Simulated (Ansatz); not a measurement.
# CH5AlBF: the cost of one run

Program: Ansatz 0.2.0, Gaussian basis. Level of theory: the settings change from run to run. These are calculated values, not measurements.

## (1) The relaxed structure

The structure was relaxed beforehand with PBE0-D4 in a triple-zeta def2 set.

SMILES `C[B](F)[AlH2]`, 9 atoms, charge 0, spin multiplicity 1.

Atoms are counted from 1 here; the program's logs count them from 0.

Bond lengths: C1–B2 1.563 Å, C1–H5 1.099 Å, C1–H6 1.095 Å, C1–H7 1.093 Å, B2–F3 1.340 Å, B2–Al4 2.168 Å, Al4–H8 1.594 Å, Al4–H9 1.594 Å. Angles: B2–C1–H5 108.4°, B2–C1–H6 111.9°, B2–C1–H7 113.5°, H5–C1–H6 105.4°, H5–C1–H7 108.1°, H6–C1–H7 109.3°, C1–B2–F3 116.9°, C1–B2–Al4 126.1°, F3–B2–Al4 117.0°, B2–Al4–H8 121.3°, B2–Al4–H9 121.5°, H8–Al4–H9 117.2°.

Coordinates:

```xyz
9

C     0.47018    1.23788   -0.63360
B     0.33041   -0.31140   -0.48075
F     0.90347   -1.06814   -1.42601
Al   -0.73491   -1.34690    1.09765
H    -0.51419    1.64988   -0.89453
H     0.74497    1.71794    0.31101
H     1.17960    1.53641   -1.41028
H     0.00201   -1.79824    2.43714
H    -2.29293   -1.66373    0.98227
```

## (2) B2GP-PLYP/cc-pVTZ-DK

This run has atoms shaken by 0.15 Å, finite nuclei.

Input file in.yaml:

```yaml
crystal:
  periodic: [false, false, false]
  atoms:
    - {symbol: C, position_ang: [0.479793, 1.226156, -0.502543]}
    - {symbol: B, position_ang: [0.236080, -0.334234, -0.597518]}
    - {symbol: F, position_ang: [0.819693, -1.080161, -1.732714]}
    - {symbol: Al, position_ang: [-0.761732, -1.458455, 1.100313]}
    - {symbol: H, position_ang: [-0.580755, 1.352876, -0.689405]}
    - {symbol: H, position_ang: [0.770292, 1.701988, 0.321556]}
    - {symbol: H, position_ang: [1.308116, 1.443398, -1.366953]}
    - {symbol: H, position_ang: [0.034891, -1.536816, 2.565700]}
    - {symbol: H, position_ang: [-2.296480, -1.632407, 1.030710]}
basis:
  gaussian: {orbitals: cc-pVTZ-DK, nuclear_model: gaussian}
hamiltonian: {xc: {name: B2GP-PLYP}}
output: {forces: true}
```

Run with:

```bash
ansatz run in.yaml --threads 2 --pin off --events-out ev --progress --plain --max-ram 4352MiB
```

What time and memory should one allow on 2 threads of Arm Neoverse V1, shared host?

About 14 s, with a peak of 0.6 GiB.
